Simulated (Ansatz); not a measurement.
# FeO: the cost of one run

Program: Ansatz 0.2.0. Level of theory: DFT PBE+U (U_eff = 3 eV on Fe d), plane waves, PAW. These are calculated values, not measurements.

The COD entry's cell or inner coordinates are ideal or old and differ from later refinements, so a difference from it is no clean test against experiment.

4 further runs of the same task are left out: 4 that didn't finish.

**1. The starting structure**

It takes space group Fm-3m (No. 225, cubic). Conventional cell: a = 4.311 Å, b = 4.311 Å, c = 4.311 Å, α = 90.00°, β = 90.00°, γ = 90.00°. Fe (site symmetry m-3m) has 6 O at 2.16 Å as nearest neighbours. Around O (site symmetry m-3m) lie 6 Fe at 2.16 Å.

Structure file:

```cif
data_structure
_symmetry_space_group_name_H-M 'P 1'
_symmetry_Int_Tables_number 1
_cell_length_a 3.0482
_cell_length_b 3.0482
_cell_length_c 6.0964
_cell_angle_alpha 60.000
_cell_angle_beta 60.000
_cell_angle_gamma 60.000
_cell_volume 40.05
loop_
_atom_site_label
_atom_site_type_symbol
_atom_site_fract_x
_atom_site_fract_y
_atom_site_fract_z
_atom_site_occupancy
Fe1 Fe 0.00000 0.00000 0.00000 1
O1 O 0.50000 0.50000 0.25000 1
Fe2 Fe 0.00000 0.00000 0.50000 1
O2 O 0.50000 0.50000 0.75000 1
```

Magnetic order typed: antiferromagnetic, doubled cell 0 0 1/2.

An earlier series on this cell reached its lowest free state from «natural orbitals of the symmetric run, filled by rank», perhaps among other starts.

**2. Random orbitals: fully mixed, first filling**

input.yaml reads:

```yaml
crystal:
  lattice:
    - [0.0, 2.15540016, 2.15540016]
    - [2.15540016, 0.0, 2.15540016]
    - [4.31080032, 4.31080032, 0.0]
  atoms:
    - { symbol: Fe, position: [0.0, 0.0, 0.0], spin: 4.0 }
    - { symbol: O, position: [0.5, 0.5, 0.25] }
    - { symbol: Fe, position: [0.0, 0.0, 0.5], spin: -4.0 }
    - { symbol: O, position: [0.5, 0.5, 0.75] }
basis:
  ecutwfc: 420
  ecutrho_ratio: 4
kpoints:
  mp_grid: { grid: [8, 8, 8] }
hamiltonian:
  xc: pbe
  hubbard:
    sites:
      - { site: 0, l: d, u_eff: 3.0, starting_ns: [{ spin: up, occupation_matrix: s0up }, { spin: down, occupation_matrix: s0down }] }
      - { site: 2, l: d, u_eff: 3.0, starting_ns: [{ spin: up, occupation_matrix: s2up }, { spin: down, occupation_matrix: s2down }] }
    occupation_matrices:
      s0up:
        matrix:
          - [0.97, 0.0, 0.0, 0.0, 0.0]
          - [0.0, 0.97, 0.0, 0.0, 0.0]
          - [0.0, 0.0, 0.97, 0.0, 0.0]
          - [0.0, 0.0, 0.0, 0.97, 0.0]
          - [0.0, 0.0, 0.0, 0.0, 0.97]
      s0down:
        matrix:
          - [0.52249, 0.36482, 0.26157, -0.02065, -0.15143]
          - [0.36482, 0.28487, 0.18991, -0.01499, -0.10995]
          - [0.26157, 0.18991, 0.15616, -0.01075, -0.07883]
          - [-0.02065, -0.01499, -0.01075, 0.02085, 0.00622]
          - [-0.15143, -0.10995, -0.07883, 0.00622, 0.06564]
      s2up:
        matrix:
          - [0.52249, 0.36482, 0.26157, -0.02065, -0.15143]
          - [0.36482, 0.28487, 0.18991, -0.01499, -0.10995]
          - [0.26157, 0.18991, 0.15616, -0.01075, -0.07883]
          - [-0.02065, -0.01499, -0.01075, 0.02085, 0.00622]
          - [-0.15143, -0.10995, -0.07883, 0.00622, 0.06564]
      s2down:
        matrix:
          - [0.97, 0.0, 0.0, 0.0, 0.0]
          - [0.0, 0.97, 0.0, 0.0, 0.0]
          - [0.0, 0.0, 0.97, 0.0, 0.0]
          - [0.0, 0.0, 0.0, 0.97, 0.0]
          - [0.0, 0.0, 0.0, 0.0, 0.97]
    ns_hold: until_converged
scf:
  occupations: { method: gaussian, width: 0.05 }
  lower_state_search: "off"
  max_iter: 150
output:
  forces: true
  stress: true
  eigenvalues: true
  populations: true
  hubbard: { sites: [{ site: 0, l: d }, { site: 2, l: d }] }
magnetization:
  spin_polarized: true
```

The typed matrices put 0.97 on the chosen orbitals and 0.02 on the others, and are held until the SCF converges, then released.

Run with:

```bash
ansatz run input.yaml --threads 2 --pin off --max-ram 3072MiB --backend cpu --events-out ev --progress --plain --runs-dir out
```

What time and memory should one allow on 2 threads of Arm Neoverse V2, shared host?

About 1.9 min, with a peak of 0.88 GiB.
